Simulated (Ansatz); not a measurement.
# Ba2ZnP2: the cost of one run

Method: DFT PBE, scalar-relativistic, plane waves, PAW, unless a step names another level, in Ansatz 0.2.0.

7 further runs of the same task are left out: 7 set aside as unsound or not needed.

### Step 1. The formula and the candidates

Pauling electronegativities: Ba 0.89, Zn 1.65, P 2.19 (spread 1.30). The formula balances with common oxidation states: Zn +2, Ba +2, P -3. Tabulated atomic sizes suggest about 24 Å³/atom. 32 candidates were drawn, by swapping species into database cells of other compounds, at random by space group and Wyckoff sites, or by hand, as the table says:

| name | made from | space group no. | Wyckoff sites | atoms (primitive cell) | V (Å³/atom) |
| --- | --- | --- | --- | --- | --- |
| c01 | random | 71 | Ba 4j; Zn 2b; P 4f | 5 | 26.6 |
| c02 | database cell of Mg2ZnAs2 | 156 | Ba 1a, 1c; Zn 1b; P 1c, 1b | 5 | 26.7 |
| c03 | database cell of InGa2Au2 | 194 | Ba 4f; Zn 2b; P 4f | 10 | 25.3 |
| c04 | database cell of CeMg2Si2 | 123 | Ba 2e; Zn 1a; P 2h | 5 | 28.2 |
| c05 | random | 224 | Ba 4b; Zn 2a; P 4c | 10 | 31.0 |
| c06 | random | 132 | Ba 4j; Zn 2d; P 4i | 10 | 25.4 |
| c07 | random | 191 | Ba 4h; Zn 2c; P 3g, 1a | 10 | 25.8 |
| c08 | database cell of SmSi2Pd2 | 139 | Ba 4d; Zn 2a; P 4e | 5 | 25.3 |
| c09 | database cell of La2GeI2 | 164 | Ba 2d; Zn 1b; P 2d | 5 | 27.9 |
| c10 | database cell of Tm2GaCo2 | 71 | Ba 4j; Zn 2a; P 4h | 5 | 25.8 |
| c11 | database cell of Ca2ZnN2 | 139 | Ba 4e; Zn 2a; P 4e | 5 | 25.1 |
| c12 | database cell of Tb2Ni2Sn | 127 | Ba 4h; Zn 2a; P 4g | 10 | 25.3 |
| c13 | database cell of Ce2AlRu2 | 64 | Ba 8f; Zn 4a; P 8e | 10 | 25.5 |
| c14 | random | 216 | Ba 16e; Zn 4c, 4d; P 16e | 10 | 27.8 |
| c15 | database cell of NdP2Pd2 | 139 | Ba 4e; Zn 2a; P 4d | 5 | 22.4 |
| c16 | random | 123 | Ba 2e; Zn 1a; P 1d, 1b | 5 | 31.2 |
| c17 | random | 156 | Ba 1a, 1c; Zn 1b; P 1c, 1c | 5 | 25.9 |
| c18 | random | 65 | Ba 2a, 2b; Zn 2c; P 4k | 5 | 31.8 |
| c19 | random | 183 | Ba 2b; Zn 1a; P 2b | 5 | 24.9 |
| c20 | random | 187 | Ba 1b, 1f; Zn 1e; P 2i | 5 | 29.8 |
| c21 | database cell of MgAl2Ge2 | 164 | Ba 2d; Zn 1a; P 2d | 5 | 29.1 |
| c22 | database cell of NiAg2O2 | 166 | Ba 6c; Zn 3a; P 6c | 5 | 22.1 |
| c23 | random | 191 | Ba 4h; Zn 2e; P 2d, 2e | 10 | 28.8 |
| c24 | random | 107 | Ba 4b; Zn 2a; P 4b | 5 | 25.0 |
| c25 | random | 2 | Ba 1f, 1c; Zn 1g; P 1d, 1a | 5 | 26.7 |
| c26 | random | 164 | Ba 3e, 1b; Zn 2d; P 3f, 1a | 10 | 31.4 |
| c27 | random | 191 | Ba 2d; Zn 1b; P 2e | 5 | 29.2 |
| c28 | random | 166 | Ba 6c; Zn 3b; P 6c | 5 | 25.6 |
| c29 | random | 115 | Ba 2g; Zn 1d; P 2e | 5 | 28.4 |
| c30 | random | 136 | Ba 4f; Zn 2b; P 4d | 10 | 29.0 |
| c31 | random | 166 | Ba 9e, 3b; Zn 6c; P 9d, 3a | 10 | 27.6 |
| c32 | database cell of CoB2W2 | 71 | Ba 4h; Zn 2a; P 4j | 5 | 21.8 |

### Step 2. Screening run of c10

input.yaml reads:

```yaml
crystal:
  lattice:
    - [-2.31656494, 3.0079497, 4.62060017]
    - [2.31656494, -3.0079497, 4.62060017]
    - [2.31656494, 3.0079497, -4.62060017]
  atoms:
    - { symbol: Ba, position: [0.29412119, 0.79412119, 0.5] }
    - { symbol: Ba, position: [0.70587881, 0.20587881, 0.5] }
    - { symbol: Zn, position: [0.0, 0.0, 0.0] }
    - { symbol: P, position: [0.7152198, 0.5, 0.2152198] }
    - { symbol: P, position: [0.2847802, 0.5, 0.7847802] }
basis:
  ecutwfc: 420
kpoints:
  mp_grid: { grid: [4, 4, 4] }
hamiltonian:
  xc: pbe
scf:
  occupations: { method: gaussian, width: 0.2 }
  lower_state_search: "off"
output:
  forces: true
  stress: true
  eigenvalues: true
relax:
  adjacent_minimum: "off"
  f_tol: 0.08
  max_steps: 16
  cell: { stress_tol: 0.8 }
```

Launch:

```
$ ansatz run input.yaml --threads 1 --pin off --max-ram 2560MiB --backend cpu --events-out ev --progress --plain --runs-dir out
```

**Question.** How long does this run take on 1 thread of Arm Neoverse V2, shared host, and how much memory does it need?

About 43 s, with a peak of 0.44 GiB.
